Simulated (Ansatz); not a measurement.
# Ni: the cost of one run

Program: Ansatz 0.2.0. Level of theory: DFT PBEsol, scalar-relativistic, plane waves, PAW. These are calculated values, not measurements.

**1. Starting point**

It takes space group Fm-3m (No. 225, cubic). Conventional cell: a = 3.536 Å, b = 3.536 Å, c = 3.536 Å, α = 90.00°, β = 90.00°, γ = 90.00°. Around Ni (site symmetry m-3m) lie 12 Ni at 2.50 Å.

As a file:

```cif
data_structure
_symmetry_space_group_name_H-M 'P 1'
_symmetry_Int_Tables_number 1
_cell_length_a 2.5003
_cell_length_b 2.5003
_cell_length_c 2.5003
_cell_angle_alpha 60.000
_cell_angle_beta 60.000
_cell_angle_gamma 60.000
_cell_volume 11.05
loop_
_atom_site_label
_atom_site_type_symbol
_atom_site_fract_x
_atom_site_fract_y
_atom_site_fract_z
_atom_site_occupancy
Ni1 Ni 0.00000 0.00000 0.00000 1
```

The cell is taken as given, not relaxed at this level.

**2. The undisturbed cell**

Contents of input.yaml:

```yaml
crystal:
  lattice:
    - [0.0, 1.76795, 1.76795]
    - [1.76795, 0.0, 1.76795]
    - [1.76795, 1.76795, 0.0]
  atoms:
    - { symbol: Ni, position: [0.0, 0.0, 0.0], spin: 0.81 }
basis:
  ecutwfc: 420
kpoints:
  mp_grid: { grid: [26, 26, 26] }
hamiltonian:
  xc: pbesol
scf:
  occupations: { method: gaussian, width: 0.15 }
output:
  forces: true
  stress: true
  eigenvalues: true
  populations: true
  write_density: true
  write_potential: true
  elf: true
  volumetric_format: npy
magnetization:
  spin_polarized: true
```

On the command line:

```
> ansatz run input.yaml --threads 1 --pin off --max-ram 2560MiB --backend cpu --events-out ev --progress --plain --runs-dir out
```

**Question.** How long does this run take on 1 thread of Arm Neoverse V2, shared host, and how much memory does it need?

About 16 s, with a peak of 0.42 GiB.
